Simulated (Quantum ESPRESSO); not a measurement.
# HfWF3 in Quantum ESPRESSO: the effect of functional

The system is HfWF3.

```
Hf W F
1.0
     4.23980    0.00000    0.00000
     0.00000    4.23980    0.00000
     0.00000    0.00000    4.23980
Hf W F
1 1 3
Direct
  0.50000 0.50000 0.50000
  0.00000 0.00000 0.00000
  0.50000 0.00000 0.00000
  0.00000 0.50000 0.00000
  0.00000 0.00000 0.50000
```

The cell was built by a generator and needn't be a form met in nature.

Alike in all runs:

```yaml
Program: Quantum ESPRESSO 7.5
Task: phonon dispersion
Cutoff: 1143 eV
Density_cutoff: 4572 eV
k_mesh: 2 × 2 × 2, shifted
Occupations: fermi-dirac, width 0.05 eV
Spin: no spin polarisation
```

Each run relaxes the cell or the atoms first.

| functional | potentials or basis | relaxed volume (Å³/atom) | highest phonon frequency (cm⁻¹) |
| --- | --- | --- | --- |
| LDA | PseudoDojo 0.4.1 SR LDA standard | ? | ? |
| PBE | PseudoDojo 0.4.1 SR PBE standard | 15.37 | 395 |
| PBEsol | PseudoDojo 0.4.1 SR PBEsol standard | 14.63 | 434 |

Problem. What does the run with functional LDA give?

Solution. Relaxed volume 14.02 Å³/atom; highest phonon frequency 475 cm⁻¹.

Caveats: all runs use coarse meshes; the mesh is thin for the phonons of a metal; some modes are imaginary; an odd number of electrons without spin polarisation forces a metal; a magnetic or distorted state may lie lower.
